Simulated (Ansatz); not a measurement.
**AlFGeH6Si: how energies converge with the basis set**

An exercise on one series of results from a longer session: the logs are not shown, and one member is left open.

Method: one geometry, several basis sets; program: Ansatz 0.2.0, Gaussian basis.

Levels to be run: PBE0-D4/def2-SVP; ωB97M-V/def2-SVP; PBE0-D4/def2-QZVPP; ωB97M-V/def2-QZVPP; the functionals' def2-TZVPP values are taken from earlier runs.

### The geometry

The geometry comes from an earlier relaxation with PBE0-D4 in a triple-zeta def2 set; it is a stationary point, not always the lowest conformer.

SMILES `F[SiH]([AlH2])[GeH3]`, 10 atoms, charge 0, spin multiplicity 1.

Atoms are counted from 1 here; the program's logs count them from 0.

Bond lengths: F1–Si2 1.618 Å, Si2–Al3 2.461 Å, Si2–Ge4 2.392 Å, Si2–H5 1.495 Å, Al3–H6 1.586 Å, Al3–H7 1.589 Å, Ge4–H8 1.539 Å, Ge4–H9 1.540 Å, Ge4–H10 1.538 Å. Angles: F1–Si2–Al3 111.9°, F1–Si2–Ge4 108.3°, F1–Si2–H5 106.7°, Al3–Si2–Ge4 112.3°, Al3–Si2–H5 111.2°, Ge4–Si2–H5 106.1°, Si2–Al3–H6 122.1°, Si2–Al3–H7 117.5°, H6–Al3–H7 120.3°, Si2–Ge4–H8 111.2°, Si2–Ge4–H9 108.6°, Si2–Ge4–H10 111.9°, H8–Ge4–H9 107.9°, H8–Ge4–H10 108.4°, H9–Ge4–H10 108.7°.

Set-up of the first run:

File in.yaml:

```yaml
crystal:
  periodic: [false, false, false]
  atoms:
    - {symbol: F, position_ang: [-2.062964, -0.823107, 0.685713]}
    - {symbol: Si, position_ang: [-0.618486, -0.095728, 0.731489]}
    - {symbol: Al, position_ang: [-0.689014, 2.152729, -0.267518]}
    - {symbol: Ge, position_ang: [0.973715, -1.518714, -0.345750]}
    - {symbol: H, position_ang: [-0.214777, -0.035155, 2.169444]}
    - {symbol: H, position_ang: [-1.990521, 2.719718, -0.975275]}
    - {symbol: H, position_ang: [0.641974, 3.018787, -0.222538]}
    - {symbol: H, position_ang: [0.687121, -1.634668, -1.853540]}
    - {symbol: H, position_ang: [2.374848, -0.902342, -0.177297]}
    - {symbol: H, position_ang: [0.981103, -2.932720, 0.258272]}
basis:
  gaussian: {orbitals: def2-SVP}
hamiltonian: {xc: pbe0, dispersion: d4}
output: {orbitals: {seedname: orbitals}}
```

On the command line:

```sh
$ ansatz run in.yaml --threads 4 --pin off --events-out ev --progress --plain --max-ram 10444MiB
```

Steps of the session up to this table: PBE0-D4 in def2-SVP; ωB97M-V in def2-SVP; PBE0-D4 in def2-QZVPP; ωB97M-V in def2-QZVPP.

One table of the session follows, with a row left open; its other results are not shown here.

It belongs to the step «Functionals by basis». 

| functional | basis | HOMO (eV) | LUMO (eV) |
| --- | --- | --- | --- |
| PBE0-D4 | def2-SVP | -7.36 | -2.32 |
| PBE0-D4 | def2-TZVPP | -7.36 | -2.33 |
| PBE0-D4 | def2-QZVPP | -7.37 | -2.33 |
| ωB97M-V | def2-SVP | -9.24 | -0.64 |
| ωB97M-V | def2-TZVPP | ? | ? |
| ωB97M-V | def2-QZVPP | -9.29 | -0.78 |

**Question.** Estimate the row for ωB97M-V, def2-TZVPP.

**Answer.** HOMO (eV): -9.29; LUMO (eV): -0.70.
